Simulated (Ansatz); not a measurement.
# TiAgC6N6: the cost of one run

Computed with Ansatz 0.2.0 (DFT PBE, scalar-relativistic, plane waves, PAW, unless a step's input says otherwise).

## Step 1: The starting structure

The structure is cubic, space group Fm-3m (No. 225). The conventional cell has a = 10.444 Å, b = 10.444 Å, c = 10.444 Å, α = 90.00°, β = 90.00°, γ = 90.00°. Ti (site symmetry m-3m) has 6 N at 2.03 Å in its first shell of neighbours. Ag (site symmetry m-3m) has 6 C at 2.02 Å in its first shell of neighbours. Around C (site symmetry 4mm) lie 1 N at 1.17 Å and 1 Ag at 2.02 Å. Around N (site symmetry 4mm) lie 1 C at 1.17 Å and 1 Ti at 2.03 Å.

As a file:

```
CELL_PARAMETERS angstrom
0.00000 5.22200 5.22200
5.22200 0.00000 5.22200
5.22200 5.22200 0.00000
ATOMIC_POSITIONS crystal
Ti 0.50000 0.50000 0.50000
Ag 0.00000 0.00000 0.00000
C 0.80640 0.19360 0.19360
C 0.19360 0.80640 0.19360
C 0.19360 0.19360 0.80640
C 0.19360 0.80640 0.80640
C 0.80640 0.19360 0.80640
C 0.80640 0.80640 0.19360
N 0.69437 0.30563 0.30563
N 0.30563 0.69437 0.30563
N 0.30563 0.30563 0.69437
N 0.30563 0.69437 0.69437
N 0.69437 0.30563 0.69437
N 0.69437 0.69437 0.30563
```

A structure generator made this guess: cyanide-bridged rock-salt net of two metals, 0 guest cations a cell (Fm-3m, No. 225). Lengths come from tabulated atomic sizes and are only a guess.

## Step 2: Probe: one point on a coarse mesh

input.yaml

```yaml
crystal:
  lattice:
    - [0.0, 5.222, 5.222]
    - [5.222, 0.0, 5.222]
    - [5.222, 5.222, 0.0]
  atoms:
    - { symbol: Ti, position: [0.5, 0.5, 0.5], spin: 1.0 }
    - { symbol: Ag, position: [0.0, 0.0, 0.0] }
    - { symbol: C, position: [0.80639602, 0.19360398, 0.19360398] }
    - { symbol: C, position: [0.19360398, 0.80639602, 0.19360398] }
    - { symbol: C, position: [0.19360398, 0.19360398, 0.80639602] }
    - { symbol: C, position: [0.19360398, 0.80639602, 0.80639602] }
    - { symbol: C, position: [0.80639602, 0.19360398, 0.80639602] }
    - { symbol: C, position: [0.80639602, 0.80639602, 0.19360398] }
    - { symbol: "N", position: [0.69436997, 0.30563003, 0.30563003] }
    - { symbol: "N", position: [0.30563003, 0.69436997, 0.30563003] }
    - { symbol: "N", position: [0.30563003, 0.30563003, 0.69436997] }
    - { symbol: "N", position: [0.30563003, 0.69436997, 0.69436997] }
    - { symbol: "N", position: [0.69436997, 0.30563003, 0.69436997] }
    - { symbol: "N", position: [0.69436997, 0.69436997, 0.30563003] }
basis:
  ecutwfc: 420
kpoints:
  mp_grid: { grid: [4, 4, 4] }
hamiltonian:
  xc: pbe
scf:
  occupations: { method: gaussian, width: 0.1 }
  lower_state_search: "off"
output:
  forces: true
  stress: true
  eigenvalues: true
  populations: true
magnetization:
  spin_polarized: true
```

Started as:

```
$ ansatz run input.yaml --threads 1 --pin off --max-ram 2560MiB --backend cpu --events-out ev --progress --plain --runs-dir out
```

What time and memory should one allow on 1 thread of AMD EPYC 9R45 (Zen 5), shared host?

About 11 s, with a peak of 0.78 GiB.
